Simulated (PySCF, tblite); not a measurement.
# B₁₄As₁₄H₃₂: electronic excitations, NMR shifts

Aim: compute the electronic excitations, NMR shifts of B₁₄As₁₄H₃₂.

Programs: tblite 0.8.0 and PySCF 2.14.0, with routines of our own; each step states its level. All values are computed. Atoms count from 0.

## 1. The system as given

60 atoms, charge 0, multiplicity 1; geometry from: force field, distance geometry or constructed start.

## 2. Optimising the geometry with GFN2-xTB

What the job is given:

```
{"job": {"kind": "relax", "xc": "GFN2-xTB", "basis": "xTB"}, "charge": 0, "multiplicity": 1}
As    -1.684000    -0.521900    -1.709800
As    -0.003200    -3.442800    -1.715100
As     0.005200     0.452700     1.050800
B     -0.000700     0.459400    -1.024900
As    -3.378800     0.453800     1.053200
B     -3.381100     0.454500    -1.021300
B     -1.688800    -0.518400     1.736000
As    -1.685500    -2.467600     1.051300
B     -1.686200    -2.472400    -1.019100
B     -0.002800    -3.446200     1.740900
As    -0.002100    -5.396800     1.047700
B     -0.002500    -5.397600    -1.018700
As    -0.003400     2.405900    -1.703200
As    -3.375600     2.404600    -1.710900
As    -1.691100     3.385500     1.050000
B     -1.690800     3.381000    -1.012400
B      0.000400     2.407100     1.740200
B     -3.378900     2.401800     1.738300
As     1.688300    -0.518300    -1.705700
As     3.380600     0.455900     1.052500
B      3.375500     0.458800    -1.017200
B      1.688000    -0.518600     1.739100
As     1.692300    -2.465700     1.056400
B      1.684700    -2.474600    -1.020200
As     3.378300     2.407800    -1.707300
As     1.682800     3.379500     1.052300
B      1.689600     3.382700    -1.019400
B      3.377200     2.405800     1.740500
H     -1.688300    -0.519700    -3.230200
H      0.001100    -3.445000    -3.224800
H     -4.615300    -0.260900     1.555400
H     -4.335100    -0.095200    -1.408500
H     -1.689900    -0.520000     2.907400
H     -2.927900    -3.188100     1.560200
H     -2.643000    -3.020000    -1.412000
H      0.000500    -3.443200     2.906400
H     -1.241900    -6.112000     1.552400
H      1.242000    -6.109600     1.553900
H     -0.954200    -5.951000    -1.408800
H      0.950500    -5.943700    -1.407500
H     -0.000100     2.402900    -3.224400
H     -3.371900     2.399600    -3.224500
H     -4.614000     3.122800    -1.205100
H     -1.686300     4.812900     1.554700
H     -1.692600     4.485100    -1.406300
H     -0.001900     2.406800     2.905900
H     -4.330800     2.956900     1.348700
H     -3.378100     2.407800     2.911600
H      1.690500    -0.519700    -3.228000
H      4.620800    -0.260800     1.558500
H      4.332300    -0.103800    -1.405600
H      1.695500    -0.518800     2.909000
H      2.929600    -3.187200     1.556600
H      2.640800    -3.023400    -1.411700
H      3.378500     2.404300    -3.226700
H      4.618400     3.124800    -1.200900
H      1.695500     4.807700     1.554600
H      1.691600     4.491000    -1.409400
H      4.333300     2.956100     1.353300
H      3.376900     2.407200     2.908300
```

Launch:

```console
> OMP_NUM_THREADS=4 python large_run.py task.json out
```

The driver reads the jobs from task.json and runs them one after another.

The program printed:

```text
step      E/eV     max force
  0   -1816.57689    1.408
  1   -1816.97013    1.008
  2   -1817.39747    0.613
  3   -1817.49047    0.552
  4   -1817.65674    0.473
  5   -1817.73535    0.361
  6   -1817.77551    0.269
  7   -1817.79132    0.194
  8   -1817.80498    0.165
  9   -1817.81655    0.143
 10   -1817.82731    0.189
 11   -1817.83485    0.148
 12   -1817.83997    0.127
 13   -1817.84444    0.109
 14   -1817.84986    0.130
 15   -1817.85500    0.122
 16   -1817.85835    0.080
 17   -1817.86021    0.064
 18   -1817.86162    0.063
 19   -1817.86300    0.064
 20   -1817.86431    0.078
 21   -1817.86551    0.087
 22   -1817.86667    0.074
 23   -1817.86791    0.083
 24   -1817.86929    0.073
 25   -1817.87082    0.077
 26   -1817.87242    0.080
 27   -1817.87390    0.066
 28   -1817.87519    0.063
 29   -1817.87640    0.068
 30   -1817.87780    0.072
 31   -1817.87970    0.106
 32   -1817.88206    0.128
 33   -1817.88428    0.110
 34   -1817.88586    0.062
 35   -1817.88694    0.045
 36   -1817.88776    0.043
 37   -1817.88849    0.065
 38   -1817.88926    0.072
 39   -1817.89013    0.061
 40   -1817.89111    0.055
 41   -1817.89204    0.044
 42   -1817.89278    0.051
 43   -1817.89339    0.047
 44   -1817.89397    0.042
 45   -1817.89448    0.040
 46   -1817.89490    0.030
 47   -1817.89529    0.027
 48   -1817.89574    0.038
 49   -1817.89625    0.040
 50   -1817.89674    0.033
 51   -1817.89710    0.031
 52   -1817.89736    0.025
 53   -1817.89758    0.026
 54   -1817.89782    0.031
 55   -1817.89808    0.031
 56   -1817.89833    0.031
 57   -1817.89856    0.027
 58   -1817.89872    0.019
```

Run time: 14 s. Hardware: 4 threads of Arm Neoverse N1, shared host; peak memory 0.16 GiB.

Relaxation path:

```tsv
step	energy from step 0 (eV)	largest force (eV/Å)
0	0.0000	1.4082
1	-0.3932	1.0085
2	-0.8206	0.6125
3	-0.9136	0.5524
4	-1.0798	0.4733
5	-1.1585	0.3610
6	-1.1986	0.2690
7	-1.2144	0.1944
8	-1.2281	0.1654
12	-1.2631	0.1266
16	-1.2815	0.0796
20	-1.2874	0.0781
24	-1.2924	0.0729
28	-1.2983	0.0630
33	-1.3074	0.1097
37	-1.3116	0.0651
41	-1.3151	0.0438
45	-1.3176	0.0393
49	-1.3194	0.0405
54	-1.3209	0.0311
55	-1.3212	0.0319
56	-1.3214	0.0312
57	-1.3217	0.0272
58	-1.3218	0.0187
```

Distances of close pairs at the start and the end, largest changes first:

```tsv
bond	before (Å)	after (Å)	change (Å)
As2–B3	2.076	2.152	+0.076
As12–H40	1.521	1.567	+0.046
As0–H28	1.520	1.561	+0.041
As2–B21	2.061	2.102	+0.040
As18–H48	1.522	1.561	+0.039
B17–H46	1.169	1.204	+0.035
B27–H58	1.169	1.204	+0.035
As1–H29	1.510	1.544	+0.034
```

The end geometry stands in the next job.

## 3. Electronic excitations: TDDFT PBE/def2-SVP

What the job is given:

```
{"job": {"kind": "uv", "basis": "def2-SVP", "grid": 1, "kgrid": 0, "vcut": null, "nstates": 6, "ntriplets": 2, "tda": false, "delta": ["ip_vertical"], "pop": true, "xc": "PBE"}, "charge": 0, "multiplicity": 1}
As    -1.701508    -0.517139    -1.603246
As     0.000159    -3.489050    -1.684727
As     0.000103     0.456252     1.206621
B      0.000262     0.468868    -0.945554
As    -3.351214     0.534553     1.085636
B     -3.416482     0.454057    -1.002843
B     -1.742804    -0.543730     1.821131
As    -1.626607    -2.460904     1.047609
B     -1.685615    -2.494403    -1.046105
B      0.000016    -3.510798     1.780602
As    -0.000014    -5.362735     0.917165
B     -0.000028    -5.470324    -1.147278
As     0.000654     2.438680    -1.581487
As    -3.281758     2.361259    -1.707435
As    -1.736109     3.327782     1.091922
B     -1.701067     3.434627    -0.997117
B      0.000191     2.465286     1.825786
B     -3.486206     2.474680     1.774250
As     1.701969    -0.517704    -1.602849
As     3.351611     0.534098     1.086405
B      3.417087     0.453492    -1.002022
B      1.743031    -0.543932     1.821552
As     1.626722    -2.461037     1.048001
B      1.685793    -2.494724    -1.045662
As     3.282518     2.360871    -1.706509
As     1.736923     3.327390     1.092556
B      1.702058     3.434445    -0.996386
B      3.486850     2.474269     1.775327
H     -1.607873    -0.422209    -3.158529
H      0.000423    -3.354317    -3.222845
H     -4.604121    -0.243658     1.531960
H     -4.389426    -0.112382    -1.402552
H     -1.760138    -0.573270     3.018137
H     -2.881843    -3.227030     1.525780
H     -2.683778    -3.039722    -1.423783
H      0.000077    -3.543391     2.973735
H     -1.088840    -6.199962     1.552143
H      1.088568    -6.200342     1.552172
H     -0.997985    -6.013998    -1.508825
H      0.997883    -6.014112    -1.508811
H      0.000764     2.332076    -3.144971
H     -3.211693     2.325334    -3.226784
H     -4.587530     3.118290    -1.713834
H     -1.695668     4.801730     1.539663
H     -1.693862     4.559149    -1.400130
H     -0.000319     2.486498     3.022650
H     -4.419376     3.011172     1.235246
H     -3.535791     2.500434     2.962814
H      1.608897    -0.422201    -3.158160
H      4.604271    -0.244294     1.532770
H      4.390155    -0.112634    -1.401807
H      1.760230    -0.573082     3.018576
H      2.882140    -3.227004     1.526368
H      2.684142    -3.039885    -1.422895
H      3.213054     2.325265    -3.225876
H      4.588276     3.117955    -1.712361
H      1.696393     4.801455     1.540509
H      1.694438     4.558946    -1.399324
H      4.419927     3.010611     1.236169
H      3.535979     2.499746     2.963934
```

Method: TDDFT PBE/def2-SVP, vertical, gas phase, core orbitals frozen in the response.

The program printed:

```text
start: PBE on a coarse grid of 228914 points
cycle   1  E = -31659.8915797546  dE = -6.152e+00  |g| = 1.580e+00  |ddm| = 1.043e+01
cycle   2  E = -31658.9023758515  dE =  9.892e-01  |g| = 2.385e+00  |ddm| = 6.466e+00
cycle   3  E = -31660.1592646444  dE = -1.257e+00  |g| = 8.817e-01  |ddm| = 5.879e+00
cycle   4  E = -31660.3946585528  dE = -2.354e-01  |g| = 1.261e-01  |ddm| = 1.903e+00
cycle   5  E = -31660.3963440753  dE = -1.686e-03  |g| = 9.855e-02  |ddm| = 4.013e-01
cycle   6  E = -31660.3994664863  dE = -3.122e-03  |g| = 2.805e-02  |ddm| = 2.242e-01
cycle   7  E = -31660.3996792411  dE = -2.128e-04  |g| = 1.008e-02  |ddm| = 6.357e-02
cycle   8  E = -31660.3997135984  dE = -3.436e-05  |g| = 1.956e-03  |ddm| = 1.972e-02
final grid: 228914 points
cycle   9  E = -31660.3997145057  dE = -9.072e-07  |g| = 3.975e-03  |ddm| = 1.017e-02
cycle  10  E = -31660.3996808478  dE =  3.366e-05  |g| = 9.418e-03  |ddm| = 2.346e-02
cycle  11  E = -31660.3997216659  dE = -4.082e-05  |g| = 9.924e-04  |ddm| = 1.737e-02
cycle  12  E = -31660.3997157468  dE =  5.919e-06  |g| = 1.802e-04  |ddm| = 2.007e-03
cycle  13  E = -31660.3997167792  dE = -1.032e-06  |g| = 2.870e-05  |ddm| = 4.372e-04
converged SCF energy = -31660.3997167792
Vertical ionisation energy (delta-SCF) = 7.1611 eV   <S^2> = 0.751

Static polarisability (au): isotropic 583.659, principal 484.915 591.046 675.016

Singlet excitations
state   eV       nm        f      main configurations
  1   4.0249    308.0   0.01525   H->L 0.99
  2   4.0419    306.7   0.00842   H-1->L 0.99
  3   4.2323    292.9   0.00011   H->L+1 0.99
  4   4.2542    291.4   0.00013   H-1->L+1 0.99
  5   4.2998    288.3   0.00151   H->L+2 0.97
  6   4.3119    287.5   0.00088   H-1->L+2 0.99

Triplet excitations (Tamm-Dancoff, eV): 3.9295 3.9479
```

It took 3.2 min on 4 threads of Arm Neoverse N1, shared host; peak memory 3.5 GiB.

The orbitals next to the gap, with their largest atomic shares:

```tsv
orbital	eV	atoms
HOMO−4	-6.44	As19 7 %, As4 7 %, B17 6 %
HOMO−3	-6.16	B3 12 %, As2 12 %, B16 5 %
HOMO−2	-6.11	As1 8 %, B27 7 %, B17 7 %
HOMO−1	-5.71	As2 8 %, B6 7 %, B21 7 %
HOMO	-5.69	B16 7 %, As2 7 %, As12 5 %
LUMO	-1.72	As13 9 %, As24 9 %, H42 6 %
LUMO+1	-1.50	As10 13 %, As7 5 %, As22 5 %
LUMO+2	-1.44	As22 7 %, As7 7 %, As12 7 %
LUMO+3	-1.35	As2 7 %, As19 6 %, As4 6 %
```

With each of the 6 states as a Gaussian band of 0.4 eV half-width at 1/e, the curve within the window shown has maxima at 306 nm (ε 1,000) L/(mol cm). Beyond the last state computed it falls off for lack of states. The curve at chosen wavelengths:

(nm, ε (L/mol/cm)): (269, 174), (273, 258), (276, 334), (280, 449), (284, 574), (288, 700), (291, 790), (295, 893), (299, 971), (302, 1008), (306, 1028), (310, 1014), (314, 970), (317, 921), (321, 839), (325, 745), (329, 646), (332, 572), (336, 478), (340, 392), (343, 333), (347, 265), (351, 208), (355, 160), (358, 131), (362, 99)

Leading natural transition orbitals of singlet state 1: the hole lies on B16 7 %; the particle on H42, H55 about 8 % each; As13, As24 about 7 % each.

Further results of this job:

```tsv
property	computed
dipole moment (D)	4.22
polarisability (Å³)	86.49
HOMO–LUMO gap (eV)	3.97
−ε(HOMO) (eV)	5.69
```

The fields below are evaluated on a grid from the run's orbitals.

Frontier orbitals at PBE/def2-SVP, with the share of their density that lies nearest to each atom:

```tsv
orbital	energy (eV)	lies on
HOMO	-5.69	B16 7 %
LUMO	-1.72	H42, H55 about 8 % each; As13, As24 about 6 % each
```

ELF in a plane through or near 17 of the atoms.

Values, 10 rows by 14 columns:
```
0.00 0.00 0.00 0.00 0.00 0.00 0.00 0.00 0.00 0.00 0.00 0.00 0.00 0.00
0.00 0.00 0.00 0.00 0.65 0.18 0.01 0.54 0.00 0.00 0.00 0.00 0.00 0.00
0.00 0.00 0.00 0.01 0.92 0.45 0.53 1.00 0.02 0.24 0.01 0.00 0.00 0.00
0.00 0.00 0.01 0.66 0.63 0.29 0.58 0.73 0.36 1.00 0.54 0.01 0.02 0.00
0.00 0.00 0.04 0.98 0.60 0.65 0.34 0.22 0.75 0.87 0.40 0.97 0.98 0.00
0.00 0.00 0.00 0.09 0.55 0.58 0.69 0.74 0.10 0.33 0.43 0.29 0.59 0.00
0.00 0.00 0.10 1.00 0.28 0.55 0.20 0.61 0.86 0.61 0.07 0.73 0.81 0.00
0.00 0.00 0.00 0.01 0.44 0.69 0.64 0.59 0.02 0.99 0.52 0.00 0.00 0.00
0.00 0.00 0.00 0.01 1.00 0.76 0.24 1.00 0.07 0.00 0.00 0.00 0.00 0.00
0.00 0.00 0.00 0.00 0.00 0.00 0.00 0.00 0.00 0.00 0.00 0.00 0.00 0.00
```
The map spans 17.6 Å across and 14.4 Å up, centred on the molecule. Atoms in the plane (x, y in Å): As0 (0.5, -1.7), As1 (3.5, 0.0), B11 (5.5, 0.0), As12 (-2.4, 0.0), As13 (-2.4, -3.3), As18 (0.5, 1.7), As24 (-2.4, 3.3), H31 (0.1, -4.4), H34 (3.0, -2.7), H38 (6.0, -1.0), H39 (6.0, 1.0), H42 (-3.1, -4.6), H44 (-4.6, -1.7), H50 (0.1, 4.4), H53 (3.0, 2.7), H55 (-3.1, 4.6), H57 (-4.6, 1.7).

log10 of the density (e/Å³) in the same plane.

Ten even steps from ' ' (-4.0) to '@' (1.6):
```
                                                        
                ......    ....                          
              ::--==--::::----::..                      
            ::==++**++====****==::....                  
            ::==**##******####++------::::              
          ::--==++##@@##**##**++====++==--..            
        ..--==++**####**********++**##**==::::::::      
        ::==**##******++++**@@%%**####++==--====--::    
        ::==++********++++**##**********++++**##++--..  
        ..--==++**%%@@********++++**##@@##**##**++--..  
        ..--==++**%%@@********++++**##@@##**##**++--..  
        ::==++********++++**##**********++++**##++--..  
        ::==**##******++++**@@%%**####++==--====--::    
        ..--==++**####**********++**##**==::::::::      
          ::--==++##@@##**##**++====++==--..            
            ::==**##******####++------::::              
            ::==++**++====****==::....                  
              ::--==--::::----::..                      
                ......    ....                          
                                                        
```
The map spans 17.6 Å across and 14.4 Å up, centred on the molecule. Atoms in the plane (x, y in Å): As0 (0.5, -1.7), As1 (3.5, 0.0), B11 (5.5, 0.0), As12 (-2.4, 0.0), As13 (-2.4, -3.3), As18 (0.5, 1.7), As24 (-2.4, 3.3), H31 (0.1, -4.4), H34 (3.0, -2.7), H38 (6.0, -1.0), H39 (6.0, 1.0), H42 (-3.1, -4.6), H44 (-4.6, -1.7), H50 (0.1, 4.4), H53 (3.0, 2.7), H55 (-3.1, 4.6), H57 (-4.6, 1.7).

On the surface of density 0.002 e/bohr³ the electrostatic potential runs, from the 1st to the 99th percentile, from -0.86 to 1.06 V.

(Part 1 of 2 ends here.)
